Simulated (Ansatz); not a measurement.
# SrAsPt: the cost of one run

Method: DFT r2SCAN, scalar-relativistic, plane waves, PAW, in Ansatz 0.2.0.

1 further run of the same task is left out (set aside as unsound or not needed).

### 1 The starting structure

Symmetry: P6_3/mmc, No. 194, hexagonal system. Conventional cell: a = 4.261 Å, b = 4.261 Å, c = 9.033 Å, α = 90.00°, β = 90.00°, γ = 120.00°. Sr (site symmetry -3m) has 6 As at 3.34 Å and 6 Pt at 3.34 Å as nearest neighbours. Around As (site symmetry -6m2) lie 3 Pt at 2.46 Å and 6 Sr at 3.34 Å. Pt (site symmetry -6m2) has 3 As at 2.46 Å as nearest neighbours.

Structure file:

```cif
data_structure
_symmetry_space_group_name_H-M 'P 1'
_symmetry_Int_Tables_number 1
_cell_length_a 4.2610
_cell_length_b 4.2610
_cell_length_c 9.0329
_cell_angle_alpha 90.000
_cell_angle_beta 90.000
_cell_angle_gamma 120.000
_cell_volume 142.03
loop_
_atom_site_label
_atom_site_type_symbol
_atom_site_fract_x
_atom_site_fract_y
_atom_site_fract_z
_atom_site_occupancy
Sr1 Sr 0.00000 0.00000 0.50000 1
Sr2 Sr 0.00000 0.00000 0.00000 1
As1 As 0.33333 0.66667 0.75000 1
As2 As 0.66667 0.33333 0.25000 1
Pt1 Pt 0.33333 0.66667 0.25000 1
Pt2 Pt 0.66667 0.33333 0.75000 1
```

It goes back to an entry of the Materials Project, which need not be the stable form.

It is the result of an earlier relaxation at this level (volume 23.67 Å³/atom; gap on the mesh: none (metal)).

### 2 The cell scaled to 0.97 of its volume

input.yaml reads:

```yaml
crystal:
  lattice:
    - [4.2180059447, 0.0, 0.0]
    - [-2.1090029723, 3.6529003015, 0.0]
    - [0.0, 0.0, 8.9416179073]
  atoms:
    - { symbol: Sr, position: [0.0, 0.0, 0.5] }
    - { symbol: Sr, position: [0.0, 0.0, 0.0] }
    - { symbol: As, position: [0.3333333333, 0.6666666667, 0.75] }
    - { symbol: As, position: [0.6666666667, 0.3333333333, 0.25] }
    - { symbol: Pt, position: [0.3333333333, 0.6666666667, 0.25] }
    - { symbol: Pt, position: [0.6666666667, 0.3333333333, 0.75] }
basis:
  ecutwfc: 500
kpoints:
  mp_grid: { grid: [12, 12, 4] }
hamiltonian:
  xc: r2scan
scf:
  occupations: { method: gaussian, width: 0.1 }
output:
  forces: true
  stress: true
  eigenvalues: true
relax:
  adjacent_minimum: "off"
  f_tol: 0.01
  max_steps: 30
  cell: { stress_tol: 0.1, fix: [volume] }
```

On the command line:

```console
$ ansatz run input.yaml --threads 2 --pin off --max-ram 5120MiB --backend cpu --events-out ev --progress --plain --runs-dir out
```

Q: Estimate wall time and peak memory on 2 threads of Oxide Virtual Turin-like (Zen 5), shared host.

About 52 s, with a peak of 1 GiB.
